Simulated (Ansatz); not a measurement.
K2LiCuF6, space group Fm-3m, a single point

With Ansatz 0.2.0 through its Python package.

The cells in order, each with its output:

**Cell 1**
```python
from collections import Counter
from pathlib import Path
import warnings

import ansatz as az
import numpy as np
from pymatgen.core import Structure
```

**Cell 2**
```python
SMEARING_WIDTH = 0.3
SCF_TOL = 1e-07
FUNCTIONAL = "lda"

warnings.simplefilter("ignore", az.DeckWarning)
```

**Cell 3**
```python
system = (
    az.Lattice.of([0.0, 4.049846, 4.049846], [4.049846, 0.0, 4.049846], [4.049846, 4.049846, 0.0])
    .atom("K", [0.25, 0.25, 0.25])
    .atom("K", [0.75, 0.75, 0.75])
    .atom("Li", [0.5, 0.5, 0.5])
    .atom("Cu", [0.0, 0.0, 0.0])
    .atom("F", [0.760493, 0.239507, 0.239507])
    .atom("F", [0.239507, 0.760493, 0.760493])
    .atom("F", [0.239507, 0.760493, 0.239507])
    .atom("F", [0.760493, 0.239507, 0.760493])
    .atom("F", [0.239507, 0.239507, 0.760493])
    .atom("F", [0.760493, 0.760493, 0.239507])
)

# functional, basis and sampling
model = (
    system.calculation()
    .kpoints(3)
    .eigensolver("auto", full_accuracy=True)
    .occupations(az.OccupationsMethod.GAUSSIAN, width=SMEARING_WIDTH)
    .basis(47 * az.Ry)
    .scf(tolerance=SCF_TOL)
    .hubbard("Cu", "d", u_eff=4.0)
    .functional(FUNCTIONAL)
    .accuracy("low")
    .density()
    .potential()
    .electron_localization_function()
    .output_files(volumetric_format="npy")
    .density_of_states(energy_step=0.1, method="smearing", broadening_width=0.15)
)
res = model.run(threads=1, pin="off")
summary = res.report
```

**Cell 4**
```python
summary["converged"], summary["free_energy_ev"]
```
Output:
```text
(True, -14517.428254036156)
```

**Cell 5**
```python
n_atoms = len(summary["lattice"]["sites"])
print("F =", round(summary["free_energy_ev"], 4), "eV for", n_atoms, "atoms")
print("E(sigma -> 0) =", round(summary["energy_sigma0_ev"], 4), "eV, TS =", round(summary["entropy_ts_ev"], 5), "eV")
print("closed by", summary["closed_by"], "after", summary["n_iterations"], "iterations")
```
Output:
```text
F = -14517.4283 eV for 10 atoms
E(sigma -> 0) = -14517.2864 eV, TS = 0.28362 eV
closed by deck_thresholds after 13 iterations
```

**Cell 6**
```python
folder = Path(res.write_results("fields"))
print("densities in e/A^3, potentials in eV, ELF without unit")
for name in sorted(p.name for p in folder.glob("*.npy")):
    field = np.load(folder / name)
    print(f"{name:16s} {str(field.shape):16s} min {field.min():10.4f}  mean {field.mean():10.4f}  max {field.max():10.4f}")

dos = res.density_of_states()
energy = np.asarray(dos.energies_ev) - dos.fermi_ev
states, count = np.asarray(dos.spin_summed_g_bin_mean_per_ev), np.asarray(dos.spin_summed_integrated)
g_fermi = float(np.interp(0.0, energy, states))
print(f"g(E_F) = {g_fermi:.3f} states/eV per cell")
# Sommerfeld coefficient of bare band electrons: pi^2 k_B^2 g / 3
gamma = np.pi ** 2 / 3 * 8.617333e-5 ** 2 * g_fermi * 96485.33e3 / len(res.lattice.sites)
print(f"bare Sommerfeld coefficient {gamma:.2f} mJ/(mol of atoms K^2)")
for low, high in ((-10, -6), (-6, -3), (-3, 0), (0, 3)):
    print(f"states between {low} and {high} eV: {np.interp(high, energy, count) - np.interp(low, energy, count):.3f}")
```
Output:
```text
densities in e/A^3, potentials in eV, ELF without unit
elf.npy          (48, 48, 48)     min     0.0044  mean     0.2831  max     0.9991
rho.npy          (48, 48, 48)     min     0.0151  mean     0.6173  max    69.8498
v_es.npy         (48, 48, 48)     min   -53.6275  mean     2.9987  max     9.9149
v_tot.npy        (48, 48, 48)     min   -83.4609  mean    -6.9207  max     4.6791
g(E_F) = 8.630 states/eV per cell
bare Sommerfeld coefficient 2.03 mJ/(mol of atoms K^2)
states between -10 and -6 eV: 10.956
states between -6 and -3 eV: 17.751
states between -3 and 0 eV: 26.220
states between 0 and 3 eV: 2.029
```

**Cell 7**
```python
final = Structure(res.lattice.cell_ang, [s.symbol for s in res.lattice.sites], [s.position_frac for s in res.lattice.sites])
# shortest distances, periodic images included
shortest = {}
for site, neighbours in zip(final, final.get_all_neighbors(5.0)):
    for other in neighbours:
        pair = "-".join(sorted((site.specie.symbol, other.specie.symbol)))
        shortest[pair] = min(shortest.get(pair, 9e9), other.nn_distance)
for pair, distance in sorted(shortest.items(), key=lambda item: item[1]):
    print(f"shortest {pair:6s} {distance:.4f} A")

print(model.to_yaml())
```
Output:
```text
shortest Cu-F   1.9399 A
shortest F-Li   2.1099 A
shortest F-F    2.7435 A
shortest F-K    2.8649 A
shortest Cu-K   3.5073 A
shortest K-Li   3.5073 A
shortest K-K    4.0498 A
shortest Cu-Li  4.0498 A
crystal:
  lattice:
    - [0.0, 4.049846, 4.049846]
    - [4.049846, 0.0, 4.049846]
    - [4.049846, 4.049846, 0.0]
  atoms:
    - { symbol: K, position: [0.25, 0.25, 0.25] }
    - { symbol: K, position: [0.75, 0.75, 0.75] }
    - { symbol: Li, position: [0.5, 0.5, 0.5] }
    - { symbol: Cu, position: [0.0, 0.0, 0.0] }
    - { symbol: F, position: [0.760493, 0.239507, 0.239507] }
    - { symbol: F, position: [0.239507, 0.760493, 0.760493] }
    - { symbol: F, position: [0.239507, 0.760493, 0.239507] }
    - { symbol: F, position: [0.760493, 0.239507, 0.760493] }
    - { symbol: F, position: [0.239507, 0.239507, 0.760493] }
    - { symbol: F, position: [0.760493, 0.760493, 0.239507] }
accuracy: low
basis:
  ecutwfc: 639.467576780718
kpoints:
  mp_grid:
    grid: [3, 3, 3]
hamiltonian:
  xc: lda
  hubbard:
    - { species: Cu, l: d, u_eff: 4.0 }
scf:
  convergence:
    dr2_threshold: 1.0e-07
  occupations:
    method: gaussian
    width: 0.3
  eigensolver:
    kind: auto
    full_accuracy: true
output:
  write_density: true
  write_potential: true
  volumetric_format: npy
  elf: true
  dos:
    de: 0.1
    method:
      smearing:
        sigma: 0.15
```

Notes:
- The settings weren't tested for convergence.
- Spin is left out of this run.
- U, its shell and the double counting are chosen to explore, and aren't derived for this compound.
- The mesh is modest for a metal, so energies can be off by several to tens of meV an atom and pressures by half a GPa or more; differences at equal mesh fare better.
- A Hubbard U without spin forces both spins into the same orbitals, which can open a gap or pick a state that a spin-polarised run wouldn't.
- Grid values close to the nuclei reflect the PAW or pseudopotential construction, not the all-electron fields.
- This cell is a computed structure, which may not be the phase found in nature.
- The density of states is complete only as far up as bands were computed.
- The script silences the warnings on its input, which a real study should read.
- Wall time of the script: 12 s on 1 thread of Arm Neoverse V1, on a shared host, peak memory 0.52 GiB.

(Lines on the test bed's own set-up are left out of the output.)
